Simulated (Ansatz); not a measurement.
# CH₄OSSi: basis-set convergence

How large a basis does CH₄OSSi need? Two functionals are run in growing sets.

Method: one geometry, several basis sets; program: Ansatz 0.2.0, Gaussian basis.

Levels to be run: PBE0-D4/def2-SVP; ωB97M-V/def2-SVP; PBE0-D4/def2-QZVPP; ωB97M-V/def2-QZVPP; the functionals' def2-TZVPP values are taken from earlier runs.

## 1. Structure used throughout

An earlier PBE0-D4 in a triple-zeta def2 set relaxation fixed the geometry.

SMILES `O[SiH]1CS1`, 8 atoms, charge 0, spin multiplicity 1.

Atoms are counted from 1 here; the program's logs count them from 0.

Bond lengths: O1–Si2 1.632 Å, O1–H5 0.960 Å, Si2–C3 1.830 Å, Si2–S4 2.076 Å, Si2–H6 1.471 Å, C3–S4 1.887 Å, C3–H7 1.086 Å, C3–H8 1.086 Å. Angles: Si2–O1–H5 117.2°, O1–Si2–C3 123.1°, O1–Si2–S4 121.8°, O1–Si2–H6 106.5°, C3–Si2–S4 57.4°, C3–Si2–H6 120.9°, S4–Si2–H6 120.8°, Si2–C3–S4 67.9°, Si2–C3–H7 121.5°, Si2–C3–H8 120.4°, S4–C3–H7 112.5°, S4–C3–H8 112.3°, H7–C3–H8 112.9°, Si2–S4–C3 54.7°.

## 2. PBE0-D4 in def2-SVP

The input, in.yaml:

```yaml
crystal:
  periodic: [false, false, false]
  atoms:
    - {symbol: O, position_ang: [-1.426146, 1.262550, -0.241095]}
    - {symbol: Si, position_ang: [0.088699, 0.725667, 0.043361]}
    - {symbol: C, position_ang: [0.486724, -1.036968, 0.330359]}
    - {symbol: S, position_ang: [1.117985, -0.429342, -1.341226]}
    - {symbol: H, position_ang: [-1.957024, 0.766554, -0.867944]}
    - {symbol: H, position_ang: [0.772827, 1.787914, 0.796287]}
    - {symbol: H, position_ang: [1.291666, -1.335982, 0.995613]}
    - {symbol: H, position_ang: [-0.282532, -1.797493, 0.228846]}
basis:
  gaussian: {orbitals: def2-SVP}
hamiltonian: {xc: pbe0, dispersion: d4}
output: {orbitals: {seedname: orbitals}}
```

Command:

```
$ ansatz run in.yaml --threads 2 --pin off --events-out ev --progress --plain --max-ram 4352MiB
```

What it wrote:

```text
Functional definition: PBE0
  name "PBE0"
  cite "Adamo & Barone, J. Chem. Phys. 110, 6158 (1999) doi:10.1063/1.478522"
  cite "Perdew, Burke & Ernzerhof, Phys. Rev. Lett. 77, 3865 (1996) doi:10.1103/PhysRevLett.77.3865"
  parent pbe
  parameter a = 0.25
  parameter kappa = 0.804
  parameter beta = 0.06672455060314922
  exchange = (1 - a)*pbe_x(kappa = kappa, mu = beta*pi^2/3) + a*exact_x
  correlation = pbe_c(beta = beta)
808 factors; integrals over basis functions are off by at most 1.0e-3 eV
mean field evaluation 1: about -21838.2984 eV, gradient 5.5e1 eV
mean field evaluation 2: about -21831.5738 eV, gradient 7.8e1 eV
mean field evaluation 4: about -21844.3373 eV, gradient 3.2e0 eV
mean field evaluation 8: about -21844.4462 eV, gradient 2.6e-1 eV
mean field evaluation 16: about -21844.4464 eV, gradient 2.9e-5 eV
mean field -21844.44640221 eV, -802.7685985835 hartree, gradient 5.8e-6 eV, S^2 0.000000; 0 other end points of the search recorded, 0 dependent functions left out
reference -21844.44642451 eV, -802.7685994030 hartree; 24, 24 occupied and 60, 60 virtual orbitals, 808 factors
Total energy: -21844.59899248 eV, -802.7742061726 hartree
```

It took 1.1 s on 2 threads of Arm Neoverse V2, shared host.

## 3. ωB97M-V in def2-SVP

in.yaml, as its differences from that of step 2:

```diff
@@ -13,3 +13,3 @@
   gaussian: {orbitals: def2-SVP}
-hamiltonian: {xc: pbe0, dispersion: d4}
+hamiltonian: {xc: {name: wB97M-V}}
 output: {orbitals: {seedname: orbitals}}
```

Launched as before.

What it wrote, cut to the lines that bear on the results:

```text
Functional definition: wB97M-V
  name "wB97M-V"
  cite "Mardirossian & Head-Gordon, J. Chem. Phys. 144, 214110 (2016) doi:10.1063/1.4952647"
  cite "Becke, J. Chem. Phys. 107, 8554 (1997) doi:10.1063/1.475007"
  cite "Vydrov & Van Voorhis, J. Chem. Phys. 133, 244103 (2010) doi:10.1063/1.3521275"
  # Of w^i u^j: cxij and so on, Table III.
[...]
  gx(w, u) = 1 - cx + cx01*u + cx10*w
  gss(w, u) = css00 + css04*u^4 + css10*w + css20*w^2 + css43*w^4*u^3
  gos(w, u) = cos00 + cos10*w + (cos20 + cos21*u)*w^2 + (cos60 + cos61*u)*w^6
[...]
      + integral(e_c_pw_mod_opposite_spin*gos(b97_w_opposite, b97_u_opposite)) + vv10(b, c)
808 factors; integrals over basis functions are off by at most 1.0e-3 eV
255 factors; integrals over basis functions are off by at most 6.7e-6 eV
[...]
mean field -21852.65544657 eV, -803.0702753998 hartree, gradient 5.8e-5 eV, S^2 0.000000; 0 other end points of the search recorded, 0 dependent functions left out
reference -21852.65548267 eV, -803.0702767262 hartree; 24, 24 occupied and 60, 60 virtual orbitals, 808 factors
Total energy: -21852.65548267 eV, -803.0702767262 hartree
```

It took 5.5 s on 2 threads of Arm Neoverse V2, shared host.

## 4. PBE0-D4 in def2-QZVPP

in.yaml, as its differences from that of step 3:

```diff
@@ -12,4 +12,4 @@
 basis:
-  gaussian: {orbitals: def2-SVP}
-hamiltonian: {xc: {name: wB97M-V}}
+  gaussian: {orbitals: "def2-QZVPP.json"}
+hamiltonian: {xc: pbe0, dispersion: d4}
 output: {orbitals: {seedname: orbitals}}
```

Same command.

What it wrote:

```text
Functional definition: PBE0
  name "PBE0"
  cite "Adamo & Barone, J. Chem. Phys. 110, 6158 (1999) doi:10.1063/1.478522"
  cite "Perdew, Burke & Ernzerhof, Phys. Rev. Lett. 77, 3865 (1996) doi:10.1103/PhysRevLett.77.3865"
  parent pbe
  parameter a = 0.25
  parameter kappa = 0.804
  parameter beta = 0.06672455060314922
  exchange = (1 - a)*pbe_x(kappa = kappa, mu = beta*pi^2/3) + a*exact_x
  correlation = pbe_c(beta = beta)
1354 factors; their error is unknown
mean field evaluation 1: about -21846.7572 eV, gradient 6.9e1 eV
mean field evaluation 2: about -21834.3696 eV, gradient 1.0e2 eV
mean field evaluation 4: about -21855.7441 eV, gradient 5.5e0 eV
mean field evaluation 8: about -21855.8089 eV, gradient 1.5e-1 eV
mean field evaluation 16: about -21855.8263 eV, gradient 1.1e-4 eV
mean field -21855.82627882 eV, -803.1868013354 hartree, gradient 2.0e-5 eV, S^2 0.000000; 0 other end points of the search recorded, 0 dependent functions left out
reference -21855.82631272 eV, -803.1868025813 hartree; 24, 24 occupied and 350, 350 virtual orbitals, 1354 factors
Total energy: -21855.97888069 eV, -803.1924093509 hartree
```

Wall time 7.5 s (2 threads of Arm Neoverse V2, shared host); peak memory 1.1 GiB.

## 5. ωB97M-V in def2-QZVPP

in.yaml, as its differences from that of step 4:

```diff
@@ -13,3 +13,3 @@
   gaussian: {orbitals: "def2-QZVPP.json"}
-hamiltonian: {xc: pbe0, dispersion: d4}
+hamiltonian: {xc: {name: wB97M-V}}
 output: {orbitals: {seedname: orbitals}}
```

Launched as before.

What it wrote, cut to the lines that bear on the results:

```text
Functional definition: wB97M-V
  name "wB97M-V"
  cite "Mardirossian & Head-Gordon, J. Chem. Phys. 144, 214110 (2016) doi:10.1063/1.4952647"
  cite "Becke, J. Chem. Phys. 107, 8554 (1997) doi:10.1063/1.475007"
  cite "Vydrov & Van Voorhis, J. Chem. Phys. 133, 244103 (2010) doi:10.1063/1.3521275"
  # Of w^i u^j: cxij and so on, Table III.
[...]
  gx(w, u) = 1 - cx + cx01*u + cx10*w
  gss(w, u) = css00 + css04*u^4 + css10*w + css20*w^2 + css43*w^4*u^3
  gos(w, u) = cos00 + cos10*w + (cos20 + cos21*u)*w^2 + (cos60 + cos61*u)*w^6
[...]
      + integral(e_c_pw_mod_opposite_spin*gos(b97_w_opposite, b97_u_opposite)) + vv10(b, c)
1306 factors; their error is unknown
299 factors; integrals over basis functions are off by at most 1.4e-5 eV
[...]
mean field -21864.08110351 eV, -803.4901605476 hartree, gradient 7.6e-5 eV, S^2 0.000000; 0 other end points of the search recorded, 0 dependent functions left out
reference -21864.08115808 eV, -803.4901625529 hartree; 24, 24 occupied and 350, 350 virtual orbitals, 1306 factors
Total energy: -21864.08115808 eV, -803.4901625529 hartree
```

Run time: 19 s. Hardware: 2 threads of Arm Neoverse V2, shared host; peak memory 1.2 GiB.

## 6. Density functionals: the series

The def2-TZVPP values come from earlier runs at the same geometry.

```csv
functional,basis,functions,energy (eV),from the largest (eV),HOMO (eV),LUMO (eV)
PBE0-D4,def2-SVP,84,-21844.5990,11.380,-6.98,0.63
PBE0-D4,def2-TZVPP,202,-21855.1949,0.784,-7.09,0.17
PBE0-D4,def2-QZVPP,374,-21855.9789,0.000,-7.13,-0.08
ωB97M-V,def2-SVP,84,-21852.6555,11.426,-9.13,2.58
ωB97M-V,def2-TZVPP,202,-21863.3417,0.739,-9.27,1.93
ωB97M-V,def2-QZVPP,374,-21864.0812,0.000,-9.31,1.37
```

## 7. What came out

```
                                       quantity           value
PBE0-D4: double and triple zeta above quadruple  11.38, 0.78 eV
ωB97M-V: double and triple zeta above quadruple  11.43, 0.74 eV
```

In words: For PBE0-D4 the step from double to triple zeta gains 10.60 eV and the next only 0.78 eV. Total energies overstate the basis error of differences, where much of it tends to cancel. The LUMO of ωB97M-V is positive and keeps falling with the basis (2.58 to 1.37 eV): an unbound level that the basis holds in place.

For PBE0-D4 the largest set took about 7 times as long as the smallest (7.5 s against 1.1 s).
